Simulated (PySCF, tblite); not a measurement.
# C₇H₁₂OS: geometry, infrared bands and NMR shifts

Wanted: the infrared bands and NMR shifts of C₇H₁₂OS (`C[S@@](=O)[C@@]12CCC[C@@H]1C2`), by calculation.

The runs use tblite 0.8.0 and PySCF 2.14.0, with density-fitted response routines of our own; the level of theory stands in each step. All values are computed, except where a source is named. Atoms count from 0, in the outputs and in this text.

### 1 The molecule as given

21 atoms, charge 0, multiplicity 1; geometry from: force field or distance geometry start.

Bonds of the start (Å): C0–S1 1.82, S1–O2 1.51, S1–C3 1.82, C3–C4 1.48, C4–C5 1.54, C5–C6 1.53, C6–C7 1.51, C7–C8 1.50, C7–C3 1.49, C8–C3 1.51, C0–H9 1.08, C0–H10 1.09, C0–H11 1.09, C4–H12 1.10, C4–H13 1.11, C5–H14 1.11, C5–H15 1.08, C6–H16 1.10, C6–H17 1.10, C7–H18 1.08, C8–H19 1.09, C8–H20 1.08.

### 2 Optimising the geometry with GFN2-xTB

The job: settings as JSON, then the geometry in Å.

```
{"job": {"kind": "relax", "xc": "GFN2-xTB", "basis": "xTB"}, "charge": 0, "multiplicity": 1}
C      2.894200    -0.060600     0.157900
S      1.641800    -1.025400    -0.740300
O      1.667700    -2.416000    -0.144700
C      0.208200    -0.160500    -0.035200
C     -0.162100     1.115900    -0.691000
C     -1.679100     1.251300    -0.474200
C     -2.186600    -0.188600    -0.396400
C     -1.021800    -0.982100     0.138400
C     -0.240100    -0.566700     1.353700
H      3.870300    -0.459200    -0.072600
H      2.714000    -0.128200     1.234300
H      2.830900     0.981500    -0.162000
H      0.373500     1.973800    -0.269200
H      0.045200     1.074000    -1.777900
H     -1.861600     1.768600     0.485200
H     -2.170600     1.833200    -1.244300
H     -3.066200    -0.269800     0.255200
H     -2.454800    -0.556700    -1.392900
H     -1.048900    -2.031500    -0.126400
H     -0.657500     0.195000     2.011600
H      0.294700    -1.331000     1.890200
```

Launch:

```sh
OMP_NUM_THREADS=1 python probes_run.py task.json out
```

One launch serves the whole session: the jobs run in the order shown.

**Question.** This job is followed by: GFN2-xTB harmonic vibrations, gas phase; GIAO PBE0/pcSseg-1 NMR shielding, non-relativistic, gas phase. What will the session give for the following? strongest single infrared mode (GFN2-xTB); zero-point energy (GFN2-xTB); 13C shifts against TMS (PBE0/pcSseg-1); 1H shifts against TMS (PBE0/pcSseg-1, means over atoms taken as alike); 33S shifts against CS2 (PBE0/pcSseg-1); 17O shifts against H2O (PBE0/pcSseg-1).

As calculated:

| quantity | value |
| --- | --- |
| strongest single infrared mode (GFN2-xTB) | 1132 cm⁻¹, 282 km/mol |
| zero-point energy (GFN2-xTB) | 110.3 kcal/mol |
| 13C shifts against TMS (PBE0/pcSseg-1) | 56.4, 45.0, 30.6, 30.5, 27.9, 26.3, 6.7 ppm |
| 1H shifts against TMS (PBE0/pcSseg-1, means over atoms taken as alike) | 2.23, 1.89, 1.88, 1.86, 1.72, 1.72, 1.56, 1.55, 1.52, 0.39 ppm |
| 33S shifts against CS2 (PBE0/pcSseg-1) | 312 ppm |
| 17O shifts against H2O (PBE0/pcSseg-1) | 41.3 ppm |

The optimisation took 56 steps and gained 0.191 eV; among the close pairs (by a distance rule), S1–O2 changed most, from 1.513 to 1.464 Å. All 57 modes are real, so the xTB geometry is a minimum. The strongest single mode, at 1132 cm⁻¹, moves mainly O2 and S1. Unscaled tight-binding wavenumbers are off by several per cent, some by more. Its intensities can rank the bands wrongly.
